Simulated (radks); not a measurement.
# Yb⁺ in [Xe] 4f14 6s1: an all-electron calculation

An exercise on one series of results from a longer session: the logs are not shown, and one member is left open.

Method: scalar-relativistic Kohn-Sham, PBE, spin-unpolarised, spherical densities, point nucleus. Code: radks (a radial shooting solver on a logarithmic mesh, Libxc functionals) version 1.

## Starting point

| Quantity | Value |
| --- | --- |
| element | ytterbium (Z = 70) |
| charge | +1 |
| electrons | 69 |
| configuration | [Xe] 4f14 6s1 |

The outer shells:

Yb⁺
```
[Xe] core
4f [↑↓][↑↓][↑↓][↑↓][↑↓][↑↓][↑↓]
6s [↑ ]
```

The first run:

Input:

```text
Z 70
configuration [Xe] 4f14 6s1
relativity scalar-relativistic
functional pbe,pbe
spin unpolarised
nucleus point
c 137.035999084
```

Command:

```sh
$ python run_ks.py task.json out
```

All runs below come from this command, one after another.

Steps of the session up to this table: Self-consistent calculation.

One table of the session follows, with a row left open; its other results are not shown here.

It belongs to the step «Radial structure». Radial moments (bohr):

```
level      <r>  outermost maximum (interpolated)  90 % within  nodes
   1s  0.01966                            0.0124       0.0357      0
   2s  0.08333                            0.0706        0.129      1
   2p  0.07415                            0.0576        0.121      0
   3s   0.2167                             0.199        0.318      2
   3p   0.2162                             0.197        0.323      1
   3d   0.1961                             0.160        0.305      0
   4s   0.4879                             0.455        0.701      3
   4p        ?                                 ?            ?      ?
   4d   0.5601                             0.491        0.843      1
   5s    1.208                              1.07         1.75      4
   5p    1.447                              1.23         2.14      3
   4f   0.7861                             0.483         1.38      0
   6s    3.543                              3.06         5.19      5
```

Estimate the missing values for 4p.

As computed: <r>: 0.5183; outermost maximum (interpolated): 0.476; 90 % within: 0.754; nodes: 2. In the column «<r>» it lies between 4s (0.4879) and 4d (0.5601).

Limits of these values: Spin polarisation and multiplet splitting are left out.
